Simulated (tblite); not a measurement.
# C5H9F3GeO: the cost of one run

Computed with tblite 0.8.0 and PySCF 2.14.0, with density-fitted response routines of our own, on a single molecule in the gas phase. Atoms are numbered from 0 throughout.

**1. Starting geometry**

19 atoms, charge 0, multiplicity 1; geometry from: force field or distance geometry start.

Bonds of the start (Å): C0–C1 1.52, C1–Ge2 1.92, C1–C3 1.50, C3–C4 1.47, C4–O5 1.23, C3–C6 1.50, C6–F7 1.37, C6–F8 1.39, C6–F9 1.39, C0–H10 1.10, C0–H11 1.12, C0–H12 1.10, C1–H13 1.11, Ge2–H14 1.54, Ge2–H15 1.59, Ge2–H16 1.55, C3–H17 1.12, C4–H18 1.08.

**2. Geometry optimisation with GFN2-xTB**

The job: settings as JSON, then the geometry in Å.

```
{"job": {"kind": "relax", "xc": "GFN2-xTB", "basis": "xTB"}, "charge": 0, "multiplicity": 1}
C     -1.467400    -1.089500     0.752000
C     -0.594500    -0.428800    -0.301300
Ge    -1.256600     1.360000    -0.529600
C      0.855000    -0.526300     0.059800
C      1.228300     0.093300     1.341900
O      2.050600     1.008000     1.385900
C      1.707700     0.036800    -1.035200
F      1.385500     1.357100    -1.215600
F      3.026900    -0.080000    -0.618900
F      1.467700    -0.664800    -2.211400
H     -0.855400    -1.530700     1.558300
H     -2.163700    -0.327300     1.175800
H     -2.072300    -1.889700     0.298800
H     -0.745400    -0.994800    -1.239500
H     -0.273800     2.450700    -0.052200
H     -2.646400     1.513000     0.218500
H     -1.545900     1.547500    -2.044300
H      1.088100    -1.621300     0.157600
H      0.801900    -0.204100     2.291900
```

Started as:

```
OMP_NUM_THREADS=1 python probes_run.py task.json out
```

The driver reads the jobs from task.json and runs them one after another.

**Question.** How long does this first job take on 1 thread of Intel Xeon at 2.70GHz, shared host, and how much memory does it need?

About 4.4 s, with a peak of 0.18 GiB.
